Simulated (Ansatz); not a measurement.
# CH₂AlBO: small, medium and large basis sets

An exercise on one series of results from a longer session: the logs are not shown, and one member is left open.

The runs use Ansatz 0.2.0, Gaussian basis; one geometry, several basis sets.

Plan: PBE0-D4/def2-SVP; ωB97M-V/def2-SVP; PBE0-D4/def2-QZVPP; ωB97M-V/def2-QZVPP; the functionals' def2-TZVPP values are taken from earlier runs.

**Structure used throughout**

All runs share one geometry, relaxed beforehand with PBE0-D4 in a triple-zeta def2 set.

6 atoms, charge 0, spin multiplicity 1.

Atoms are counted from 1 here; the program's logs count them from 0.

Bond lengths: O1–C2 1.156 Å, C2–B3 1.438 Å, B3–Al4 1.943 Å, B3–H5 1.189 Å, Al4–H6 1.581 Å. Angles: O1–C2–B3 177.4°, C2–B3–Al4 105.8°, C2–B3–H5 125.9°, Al4–B3–H5 128.3°, B3–Al4–H6 179.2°.

Set-up of the first run:

in.yaml reads:

```yaml
crystal:
  periodic: [false, false, false]
  atoms:
    - {symbol: O, position_ang: [0.181929, -2.152481, 1.013478]}
    - {symbol: C, position_ang: [0.469572, -1.176959, 0.462977]}
    - {symbol: B, position_ang: [0.765681, 0.054794, -0.216478]}
    - {symbol: Al, position_ang: [-0.914271, 1.026045, -0.307474]}
    - {symbol: H, position_ang: [1.830673, 0.385346, -0.628059]}
    - {symbol: H, position_ang: [-2.291585, 1.799355, -0.370645]}
basis:
  gaussian: {orbitals: def2-SVP}
hamiltonian: {xc: pbe0, dispersion: d4}
output: {orbitals: {seedname: orbitals}}
```

The run is started by

```
$ ansatz run in.yaml --threads 2 --pin off --events-out ev --progress --plain --max-ram 4352MiB
```

Among the steps run: PBE0-D4 in def2-SVP; ωB97M-V in def2-SVP; PBE0-D4 in def2-QZVPP; ωB97M-V in def2-QZVPP.

One of the session's tables, all rows but one given; the rest of the session is left out.

It belongs to the step «Density functionals: the series». 

```
functional       basis  HOMO (eV)  LUMO (eV)
   PBE0-D4    def2-SVP      -5.54      -2.25
   PBE0-D4  def2-TZVPP      -5.58      -2.28
   PBE0-D4  def2-QZVPP          ?          ?
   ωB97M-V    def2-SVP      -7.36      -0.49
   ωB97M-V  def2-TZVPP      -7.45      -0.58
   ωB97M-V  def2-QZVPP      -7.46      -0.66
```

**Question.** Estimate the row for PBE0-D4, def2-QZVPP.

**Answer.** HOMO (eV): -5.59; LUMO (eV): -2.29. In the column «HOMO (eV)» it lies between ωB97M-V, def2-SVP (-7.36) and PBE0-D4, def2-TZVPP (-5.58).
